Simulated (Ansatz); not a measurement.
# GdGa3Cu: the cost of one run

Computed with Ansatz 0.2.0 (reference: DFT PBE, plane waves, PAW, scalar-relativistic, collinear spin, unless a step's input says otherwise).

2 further runs of the same task are left out: 1 that didn't finish, 1 set aside as unsound or not needed.

## Step 1: The structure to begin with

It takes space group P1 (No. 1, triclinic). The conventional cell has a = 4.227 Å, b = 4.354 Å, c = 6.025 Å, α = 108.15°, β = 110.08°, γ = 90.43°. Gd (site symmetry 1) is surrounded by 12 Ga at 3.13 to 3.61 Å and 4 Cu at 3.19 to 3.29 Å. Cu (site symmetry 1) is surrounded by 1 Ga at 2.22 Å. Ga (site symmetry 1) has 2 Cu at 2.61 to 2.73 Å and 6 Ga at 2.63 to 3.15 Å as nearest neighbours. Ga (site symmetry 1) has 2 Ga at 2.54 to 2.67 Å and 2 Cu at 2.64 to 2.76 Å as nearest neighbours. Around Ga (site symmetry 1) lie 1 Cu at 2.22 Å and 4 Ga at 2.54 to 2.67 Å.

Structure file:

```
Gd Cu Ga
1.0
     0.01634    4.22731   -0.01163
     4.35282    0.01634    0.11345
     2.03953    2.13670   -5.28746
Gd Cu Ga
1 1 3
Direct
  0.12401 0.11968 0.75577
  0.50922 0.52370 0.96098
  0.87263 0.35084 0.26476
  0.38359 0.87718 0.26005
  0.71940 0.73293 0.54493
```

## Step 2: The reference run

File input.yaml:

```yaml
crystal:
  lattice:
    - [0.016336, 4.227312, -0.011633]
    - [4.352822, 0.016336, 0.113448]
    - [2.039531, 2.136698, -5.287463]
  atoms:
    - { symbol: Gd, position: [0.124011, 0.119685, 0.755765], spin: 6.9 }
    - { symbol: Cu, position: [0.509224, 0.523699, 0.960983] }
    - { symbol: Ga, position: [0.872629, 0.350839, 0.264763] }
    - { symbol: Ga, position: [0.383591, 0.877183, 0.260051] }
    - { symbol: Ga, position: [0.719402, 0.73293, 0.544932] }
kpoints:
  mp_grid: { grid: [5, 5, 4], shift: [0.5, 0.0, 0.0] }
magnetization:
  spin_polarized: true
scf:
  occupations: { method: fermi_dirac }
hamiltonian:
  pseudopotentials: { kind: paw }
  xc: pbe
basis:
  ecutwfc: 420
output:
  forces: true
  stress: true
  eigenvalues: true
```

Run with:

```console
$ ansatz run input.yaml --threads 1 --pin off --max-ram 2560MiB --backend cpu --events-out ev --progress --plain --runs-dir out
```

What time and memory should one allow on 1 thread of Intel Xeon 6975P-C (Granite Rapids), shared host?

About 61 s, with a peak of 0.67 GiB.
